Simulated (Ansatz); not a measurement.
This script makes vertical energies of changing the electron count of AlBFH₃SSi, SMILES F[B]1[AlH][SiH2]S1 with Ansatz's Python interface.

The script, `ip.py`:
```python
"""Vertical ionisation energy of AlBFH3SSi."""

import ansatz as az


def single_point(molecule, charge=0, unpaired=0):
    calc = (
        molecule.calculation()
        .basis(gaussian="def2-TZVP")  # atom-centred Gaussian functions
        .functional("hf")
    )
    if charge:
        calc = calc.charge(charge)
    if unpaired:
        calc = calc.spin("collinear", total=unpaired)
    return calc.run(threads=1, pin="off").report["free_energy_ev"]

GEOMETRY = """
F    -1.62340    1.83080    1.64220
B    -0.85540    1.28710    0.59530
Al    0.97950    0.29040    0.70210
Si    0.19390   -0.94170   -0.97380
S    -1.22310    0.66650   -1.20180
H     2.13690    0.07390    1.82430
H     1.01810   -1.12040   -2.13820
H    -0.53440   -2.14370   -0.50590
"""

geometry = az.Crystal.molecule()
for line in GEOMETRY.strip().splitlines():
    symbol, *xyz = line.split()
    geometry = geometry.atom(symbol, [float(v) for v in xyz])

# delta-SCF style differences, no relaxation
parent = single_point(geometry, 0, 0)
cation = single_point(geometry, 1, 1)
print(f"E(N)   = {parent:.5f} eV")
print(f"E(N-1) = {cation:.5f} eV  (1 unpaired)")
print(f"vertical ionisation energy {cation - parent:.3f} eV")
```

What does it cost to change the electron count at this fixed geometry?

At this unrelaxed geometry removing an electron costs 8.27 eV.

What the script printed:

```console
$ python ip.py
E(N)   = -28690.61724 eV
E(N-1) = -28682.34868 eV  (1 unpaired)
vertical ionisation energy 8.269 eV
```

Total energies depend on the basis set; only differences at equal settings carry meaning. The geometry is a force-field or estimated start, not a minimum of this method, and the basis set is short of its limit. All parts are taken at fixed geometry, without zero-point energy. At an unrelaxed start these energies can be a whole eV from those at the minimum, and a small affinity can change sign. The expectation value of S² is noticeably off S(S+1) in at least one run, so that state is spin-contaminated. Hartree-Fock leaves correlation out, so bond, atomisation and ionisation energies come out well too low. Hardware and time: 59 s on 1 thread of AMD EPYC 7R43 64-Core Processor (Zen 3), with other jobs on the host, peak memory 0.91 GiB.
